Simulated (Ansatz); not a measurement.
# CH3ClO2Si: up Jacob's ladder to CCSD(T)

Aim: compute CH3ClO2Si with functionals from several rungs and with coupled cluster. The yardstick is the atomisation energy at the CCSD(T) limit.

The runs use Ansatz 0.2.0, Gaussian basis; functionals in def2-TZVPP, the program's frozen cores in correlated methods.

The runs, in order: LDA (SPW92), PBE-D4, revPBE-D4, BLYP-D4, r2SCAN-D4, B97M-V, PBE0-D4, B3LYP-D4, r2SCANh-D4, r2SCAN0-D4, HSE06-D4, BHLYP-D4, CAM-B3LYP-D4, LC-ωPBE, ωB97X-V, ωB97M-V, B2PLYP, PBE-QIDH; CCSD(T)/def2-SVP; CCSD(T)/def2-TZVPP; MP2/def2-QZVPP; extrapolation to the limit; RPA on PBE.

## (1) Structure used throughout

All runs share one geometry, relaxed beforehand with PBE0-D4 in a triple-zeta def2 set.

SMILES `O=C[SiH](O)Cl`, 8 atoms, charge 0, spin multiplicity 1.

Atoms are counted from 1 here; the program's logs count them from 0.

Bond lengths: O1–C2 1.208 Å, C2–Si3 1.921 Å, C2–H6 1.112 Å, Si3–O4 1.624 Å, Si3–Cl5 2.050 Å, Si3–H7 1.476 Å, O4–H8 0.964 Å. Angles: O1–C2–Si3 117.3°, O1–C2–H6 119.8°, Si3–C2–H6 122.9°, C2–Si3–O4 105.0°, C2–Si3–Cl5 105.5°, C2–Si3–H7 115.3°, O4–Si3–Cl5 113.4°, O4–Si3–H7 110.2°, Cl5–Si3–H7 107.4°, Si3–O4–H8 113.7°.

## (2) LDA

This LDA is Slater exchange with PW92 correlation.

File in.yaml:

```yaml
crystal:
  periodic: [false, false, false]
  atoms:
    - {symbol: O, position_ang: [0.682025, 0.663964, 1.688351]}
    - {symbol: C, position_ang: [-0.032419, 0.978408, 0.765931]}
    - {symbol: Si, position_ang: [-0.321869, -0.331045, -0.609600]}
    - {symbol: O, position_ang: [0.397222, -1.681068, -0.064254]}
    - {symbol: Cl, position_ang: [0.559773, 0.438081, -2.292877]}
    - {symbol: H, position_ang: [-0.459971, 2.004506, 0.723254]}
    - {symbol: H, position_ang: [-1.735415, -0.601739, -0.937043]}
    - {symbol: H, position_ang: [1.002654, -1.528207, 0.670438]}
basis:
  gaussian: {orbitals: def2-TZVPP}
hamiltonian: {xc: lda}
output: {orbitals: {seedname: orbitals}}
```

Run with:

```bash
ansatz run in.yaml --threads 2 --pin off --events-out ev --progress --plain --max-ram 4352MiB
```

After this run come: PBE-D4 (GGA); revPBE-D4 (GGA); BLYP-D4 (GGA); r2SCAN-D4 (meta-GGA); B97M-V (meta-GGA); PBE0-D4 (hybrid); B3LYP-D4 (hybrid); r2SCANh-D4 (hybrid); r2SCAN0-D4 (hybrid); HSE06-D4 (hybrid); BHLYP-D4 (hybrid); CAM-B3LYP-D4 (range-separated); LC-ωPBE (range-separated); ωB97X-V (range-separated); ωB97M-V (range-separated); B2PLYP (double hybrid); PBE-QIDH (double hybrid); CCSD(T) in def2-SVP; CCSD(T) in def2-TZVPP; MP2 in def2-QZVPP; RPA on PBE orbitals.

Q: Predict the results of all the runs planned. Wanted: atomisation energy, CCSD(T)/CBS; farthest beyond LDA; mean size of error, GGA; mean size of error, meta-GGA; mean size of error, hybrid; mean size of error, range-separated; mean size of error, double hybrid; gap, smallest and largest; T1 diagnostic.

The runs gave:

| quantity | value |
| --- | --- |
| atomisation energy, CCSD(T)/CBS | 32.109 eV |
| functionals within 0.161 eV (0.5 %) | BLYP-D4, r2SCAN-D4, B97M-V, CAM-B3LYP-D4, ωB97X-V, ωB97M-V |
| farthest beyond LDA | BHLYP-D4 (-1.615 eV) |
| mean size of error, GGA | 0.339 eV |
| mean size of error, meta-GGA | 0.029 eV |
| mean size of error, hybrid | 0.584 eV |
| mean size of error, range-separated | 0.122 eV |
| mean size of error, double hybrid | 0.483 eV |
| gap, smallest and largest | 2.68 eV (LDA (SPW92)), 10.63 eV (LC-ωPBE) |
| T1 diagnostic | 0.0136 |
| triples share of the correlation energy | 4.0 % |

**Reading.** The LDA atomisation energy is off by 5.095 eV (16 %): it overbinds. PBE-D4 is off by +0.710 eV. Double hybrids carry the basis error of their MP2 part in triple zeta, and no dispersion term here, so their miss is partly the set-up's. The rungs meta-GGA, range-separated miss on average by less than the doubt on the reference (0.161 eV), so they tie. Misses under about 0.161 eV are within the doubt on the reference itself, which lacks core-valence correlation, relativity and higher excitations. Hartree-Fock recovers 69 % of the binding; the rest is correlation. CCSD(T) in def2-SVP is off by -2.498 eV, worse than the median functional, from the basis alone. Orbital gaps span 2.7 to 10.6 eV; exact exchange widens them.
